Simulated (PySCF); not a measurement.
# C2H7BBrN: the cost of one run

Programs: PySCF 2.14.0, with density-fitted response routines of our own. Each step states its level of theory. These are calculated values for one molecule in the gas phase, unless marked as measured. Atoms count from 0, in the outputs and in this text.

### 1 Starting geometry

12 atoms, charge 0, multiplicity 1; geometry from: GFN2-xTB. The atoms were then displaced at random by about 0.01 Å, so the start is not that level's minimum.

Bonds of the start (Å): C0–C1 1.35, C1–B2 1.60, B2–N3 1.61, B2–Br4 2.01, C0–H5 1.04, C0–H6 1.10, C1–H7 1.07, B2–H8 1.18, N3–H9 1.04, N3–H10 1.00, N3–H11 1.04.

### 2 Geometry optimisation at PBE0-D3(BJ)/def2-SVP

What the job is given:

```
{"job": {"xc": "PBE0", "basis": "def2-SVP", "d3": "d3bj", "grid": 1, "shake": 0.01, "kind": "geom"}, "charge": 0, "multiplicity": 1}
C      2.076490    -0.481570    -0.061490
C      0.787410    -0.508360     0.327540
B     -0.283060     0.668950     0.174940
N     -1.592810     0.024080    -0.498710
Br    -0.959960     1.253870     1.969560
H      2.749310    -1.260360     0.089290
H      2.463260     0.412670    -0.562820
H      0.486730    -1.403910     0.837600
H      0.052820     1.608010    -0.456040
H     -1.923800    -0.768780     0.090820
H     -1.455380    -0.295660    -1.436990
H     -2.361310     0.722800    -0.482710
```

Command:

```sh
OMP_NUM_THREADS=1 python probes_run.py task.json out
```

The driver reads the jobs from task.json and runs them one after another.

Q: Estimate the wall time and peak memory of this first job on 1 thread of Arm Neoverse V2, shared host.

About 58 s, with a peak of 0.51 GiB.
